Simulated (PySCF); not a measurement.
# H18N6Ni ([Ni(NH3)6]2+): the cost of one run

Programs: PySCF 2.14.0, with routines of our own; each step states its level. All values are computed. Atoms count from 0.

## (1) The system as given

25 atoms, charge 2, states of the metal's open shell are computed; geometry from: model geometry, bond lengths from ionic radii.

## (2) Ligand-field states: state-averaged CASSCF

The job: settings as JSON, then the geometry in Å.

```
{"job": {"kind": "lf", "basis": {"metal": "x2c-TZVPall", "ligand": "x2c-SVPall"}, "nevpt": true}, "charge": 2, "metal": "Ni", "open_shell": "d8"}
Ni     0.000000     0.000000     0.000000
N      0.000000     0.000000     2.120000
H      0.942357     0.000000     2.510337
H     -0.471179     0.816105     2.510337
H     -0.471179    -0.816105     2.510337
N      0.000000     0.000000    -2.120000
H     -0.942357     0.000000    -2.510337
H      0.471179     0.816105    -2.510337
H      0.471179    -0.816105    -2.510337
N      2.120000     0.000000     0.000000
H      2.510337     0.942357     0.000000
H      2.510337    -0.471179     0.816105
H      2.510337    -0.471179    -0.816105
N     -2.120000     0.000000     0.000000
H     -2.510337    -0.942357     0.000000
H     -2.510337     0.471179     0.816105
H     -2.510337     0.471179    -0.816105
N      0.000000     2.120000     0.000000
H      0.000000     2.510337     0.942357
H      0.816105     2.510337    -0.471179
H     -0.816105     2.510337    -0.471179
N     -0.000000    -2.120000     0.000000
H     -0.000000    -2.510337    -0.942357
H      0.816105    -2.510337     0.471179
H     -0.816105    -2.510337     0.471179
```

With the program's defaults for keys left out, this is: state-averaged CASSCF of the metal d shell, SC-NEVPT2 on the averaged canonical orbitals, state-interaction spin-orbit coupling.

Run with:

```console
> OMP_NUM_THREADS=1 python lf_run.py task.json out
```

The driver reads the jobs from task.json and runs them one after another.

Q: Estimate the wall time and peak memory of this first job on 1 thread of Intel Xeon Platinum 8375C at 2.90GHz, shared host.

About 31 s, with a peak of 0.6 GiB.
